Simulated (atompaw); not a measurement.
# Pseudopotential generation for Sc: PAW (atompaw), PBE

Task: generate the file, and judge it by its logarithmic derivatives, its ghosts and its cutoff.

The numbers are computed with atompaw 4.2.0.5 (PBE, scalar-relativistic, spin-unpolarised reference atom).

## Step 1: Settings

The settings as typed:

| Quantity | Value |
| --- | --- |
| element | scandium (Sc, Z = 21) |
| type | PAW |
| frozen core | [Ar] |
| valence charge | 3 |
| reference configuration | 3d1 4s2 4p0 |
| partial waves | 4s (bound): rc 2.90 bohr; 4s channel at 0.65 Ry: rc 2.90 bohr; 4p (bound, empty): rc 2.85 bohr; 4p channel at 2.25 Ry: rc 2.85 bohr; 3d (bound): rc 2.90 bohr; 3d channel at 1.6 Ry: rc 2.90 bohr |
| local potential | troulliermartins scheme with l = 3 at 0.5 Ry, radius 2.75 bohr |
| core correction | smooth core density matched at 1.70 bohr |
| augmentation charge | sinc compensation charge, radius 2.65 bohr; PAW radius 2.90 bohr; waves and projectors: custom rrkj gramschmidtortho |

The outer shells as boxes (Hund's rule for the drawing; the calculation is spin-unpolarised):

```
[Ar] core
3d [↑ ][  ][  ][  ][  ]
4s [↑↓]
4p [  ][  ][  ]
```

The nodes and maxima of the atom's own shells, from an earlier all-electron run, set the scale for the radii.

All-electron outer shells of the reference configuration (PBE, scalar-relativistic, ld1.x):

```csv
shell,level (eV),outermost node (bohr),outermost maximum (bohr)
3s,-55.04,0.42,0.92
3p,-33.63,0.39,0.97
4s,-4.18,1.33,3.14
3d,-3.23,–,1.10
4p,-1.47,1.49,4.03
```

## Step 2: Generating the potential

File Sc.input:

```
Sc 21
GGA-PBE scalarrelativistic loggrid 1500 logderivrange -2 5 176
4 4 3 0 0 0
4 1 0
3 2 1
0 0 0
c
c
c
v
c
c
v
v
2
2.90 2.65 2.75 1.70
y
0.65
n
y
2.25
n
y
1.6
n
custom rrkj gramschmidtortho sinc
3 0.5 troulliermartins
2.90
2.90
2.85
2.85
2.90
2.90
PWSCFOUT
UPFDX 0.0125d0 UPFXMIN -7.d0 UPFZMESH 21.d0
END
```

Command:

```sh
$ atompaw < Sc.input > Sc.log
```

Before running it: what results should come out? Wanted: cutoffs for 10 and 1 mRy, occupied levels; bound ghosts; largest phase difference near zero energy, channels read; lowest eigenvalue of the overlap; share of valence orbitals outside the PAW sphere; UPF file.

**Answer**, as computed:

| quantity | value |
| --- | --- |
| cutoffs for 10 and 1 mRy, occupied levels | 10 Ry and 12 Ry |
| bound ghosts | none found |
| largest phase difference near zero energy, channels read | 0.024 rad |
| lowest eigenvalue of the overlap (Bessel basis) | 0.426 (s) |
| share of valence orbitals outside the PAW sphere | 4s 70 %, 4p 88 %, 3d 16 % |
| UPF file | written |

The potential is soft on the atom at that tolerance: the looser tolerance needs 10 Ry. The slowest occupied level is 3d: taken alone it needs 12 Ry to come within 1 mRy, against 6 Ry or less for 4s. The Bessel-basis test finds no level below the valence levels. Near zero energy the phases of the channels with partial waves agree within 0.024 rad. All of this concerns the isolated atom, not yet a solid.
